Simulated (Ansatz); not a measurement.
Born–Oppenheimer molecular dynamics of a periodic cell of 24 atoms, Ba₂LiSi₃ (host Ba2LiSi3, host structure Fddd). It starts from an unrelaxed structure (largest force component 0.67 eV/Å).

All numbers below come from DFT PBEsol, scalar-relativistic, plane waves, PAW in Ansatz. Settings: cutoff 420 eV, k mesh 1x1x1, fermi-dirac smearing 0.002 eV, no spin polarisation.

| Item | Value |
| --- | --- |
| ensemble | NPT, Langevin |
| time step | 1 fs |
| steps asked | 190 |
| set temperature | 1500 K |
| friction | 0.05 /fs |
| pressure | 0 GPa |
| seed | 231670 |

First frame:

```xyz
24
Lattice="0.0000 7.6761 9.9119 4.4148 0.0000 9.9119 4.4148 7.6761 0.0000" Properties=species:S:1:pos:R:3
Ba 4.415 7.676 17.360
Ba 4.415 7.676 2.464
Ba 2.207 3.838 7.420
Ba 2.207 3.838 2.492
Ba 4.415 7.676 12.399
Ba 4.415 7.676 7.424
Ba 6.622 11.514 12.380
Ba 6.622 11.514 17.355
Li 4.415 2.575 9.912
Li 4.415 12.778 9.912
Li 2.207 1.264 4.956
Li 2.207 6.413 4.956
Si 2.329 6.471 9.840
Si 2.329 8.882 9.984
Si 6.501 6.471 9.984
Si 6.501 8.882 9.840
Si 6.622 9.097 14.868
Si 6.622 13.931 14.868
Si 4.415 10.093 9.912
Si 4.415 5.259 9.912
Si 4.536 10.309 14.940
Si 4.536 5.044 4.884
Si 4.293 10.309 4.884
Si 4.293 5.044 14.940
```

Problem. What does the run give?

Solution. The run went to its last step.

```
steps done                                               : 190
time covered                                             : 190 fs
mean temperature over the second half                    : 1635 K
spread of the potential energy over the second half      : 11.8 meV per atom
mean potential energy of the second half above the start : 152.7 meV per atom
mean pressure over the second half                       : 1.4 GPa
```

The conserved energy stayed within 0.11 meV per atom of its start (net change 0.015 meV per atom), so the integration is sound. A run of 0.19 ps of so small a system gives no equilibrium averages. The smearing is very narrow for this mesh. Limits of this set-up: coarse k mesh. The cell's volume went from 672 to 656 Å³.

Problem. What happens to the structure?

Solution. Mean squared displacements from the first frame to the last, about the centre of mass, the cell's change included: Ba 0.08 Å², Li 0.45 Å², Si 0.19 Å². This is one draw of velocities; another would differ in detail.

Problem. How do temperature and energy run in time?

Solution. 
```
time (fs)  T (K)  potential energy less start (eV)  conserved less start (meV/atom)  P (GPa)  volume (Å³)
      0.0   1438                             0.000                             0.00     -2.8        671.8
      9.0   1273                             0.156                             0.01     -2.7        666.7
     18.0   1366                             0.517                             0.01     -2.2        661.2
     27.0   1403                             0.980                            -0.02     -1.3        653.4
     36.0   1521                             1.890                            -0.06      0.4        637.3
     45.0   1435                             2.605                             0.01      1.6        624.5
     54.0   1565                             2.632                            -0.04      1.6        624.5
     63.0   1924                             2.408                            -0.02      1.0        629.7
     72.0   1564                             2.639                            -0.01      1.1        627.4
     81.0   1521                             2.885                            -0.01      1.3        632.1
     90.0   2096                             3.493                            -0.05      1.8        637.8
     99.0   1477                             3.585                            -0.04      1.3        643.1
    108.0   1057                             3.966                             0.02      1.3        643.1
    117.0   1275                             4.076                             0.00      1.5        640.7
    126.0   1648                             4.032                            -0.01      1.9        638.5
    135.0   1416                             3.788                             0.02      1.7        638.1
    144.0   2024                             3.370                            -0.01      1.7        640.9
    153.0   1907                             3.286                            -0.04      1.5        647.4
    162.0   1414                             3.772                             0.01      1.5        651.1
    171.0   1752                             3.848                             0.00      1.3        653.5
    180.0   2107                             3.293                            -0.04      0.8        653.4
    189.0   1842                             3.229                             0.00      0.6        655.4
```

Run time: 13 min on 1 thread of Intel(R) Xeon(R) 6975P-C (Granite Rapids) (shared host), peak memory 0.88 GiB.
